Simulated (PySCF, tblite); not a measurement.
# C₅H₆N₂Si: geometry, infrared bands and NMR shifts

Wanted: the infrared bands and NMR shifts of C₅H₆N₂Si (`C#Cc1cncn1[SiH3]`), by calculation.

Computed with tblite 0.8.0 and PySCF 2.14.0, with density-fitted response routines of our own, on a single molecule in the gas phase. Atoms count from 0, in the outputs and in this text.

## (1) The molecule as given

14 atoms, charge 0, multiplicity 1; geometry from: force field or distance geometry start.

Bonds of the start (Å): C0–C1 1.19, C1–C2 1.43, C2–C3 1.37, C3–N4 1.38, N4–C5 1.32, C5–N6 1.36, N6–Si7 1.74, N6–C2 1.37, C0–H8 1.07, C3–H9 1.07, C5–H10 1.09, Si7–H11 1.49, Si7–H12 1.49, Si7–H13 1.48.

## (2) Optimising the geometry with GFN2-xTB

The job: settings as JSON, then the geometry in Å.

```
{"job": {"kind": "relax", "xc": "GFN2-xTB", "basis": "xTB"}, "charge": 0, "multiplicity": 1}
C     -0.222300     2.957800     0.024900
C      0.183500     1.841700    -0.033400
C      0.697300     0.504100    -0.079300
C      1.999300     0.115600    -0.245400
N      2.102200    -1.264100    -0.241800
C      0.866400    -1.702800    -0.107100
N     -0.010900    -0.664900    -0.004300
Si    -1.730100    -0.873600     0.206400
H     -0.593300     3.956500     0.070200
H      2.872600     0.734000    -0.335400
H      0.585300    -2.750200    -0.073000
H     -2.481300    -0.265200    -0.929000
H     -2.078900    -2.326300     0.251600
H     -2.190400    -0.263100     1.473500
```

Run with:

```
OMP_NUM_THREADS=1 python probes_run.py task.json out
```

The driver reads the jobs from task.json and runs them one after another.

**Question.** This job is followed by: GFN2-xTB harmonic vibrations, gas phase; GIAO PBE0/pcSseg-1 NMR shielding, non-relativistic, gas phase. What will the session give for the following? strongest single infrared mode (GFN2-xTB); zero-point energy (GFN2-xTB); 13C shifts against TMS (PBE0/pcSseg-1); 1H shifts against TMS (PBE0/pcSseg-1, means over atoms taken as alike); 15N shifts against NH3 (PBE0/pcSseg-1); 29Si shifts against TMS (PBE0/pcSseg-1).

As calculated:

| quantity | value |
| --- | --- |
| strongest single infrared mode (GFN2-xTB) | 794 cm⁻¹, 412 km/mol |
| zero-point energy (GFN2-xTB) | 57.7 kcal/mol |
| 13C shifts against TMS (PBE0/pcSseg-1) | 148.4, 144.7, 121.1, 95.6, 78.5 ppm |
| 1H shifts against TMS (PBE0/pcSseg-1, means over atoms taken as alike) | 7.83, 7.22, 5.07, 3.37 ppm |
| 15N shifts against NH3 (PBE0/pcSseg-1) | 314.3, 181.4 ppm |
| 29Si shifts against TMS (PBE0/pcSseg-1) | -55.7 ppm |

**Reading.** The optimisation took 40 steps and gained 0.200 eV; among the close pairs (by a distance rule), Si7–H12 changed most, from 1.495 to 1.460 Å. No mode is imaginary among the 36: a minimum at this level. The strongest single mode, at 794 cm⁻¹, has its largest shares on H11, H13 and H12 (the list is cut at 3 atoms). Unscaled tight-binding wavenumbers are off by several per cent, some by more. Its intensities can rank the bands wrongly. At PBE0/pcSseg-1: Shielding is most anisotropic at N4 (span 512 ppm, paramagnetic term -380 ppm). NICS(1)zz of -29 ppm above the planar ring from C2 marks a diatropic (aromatic) ring current.
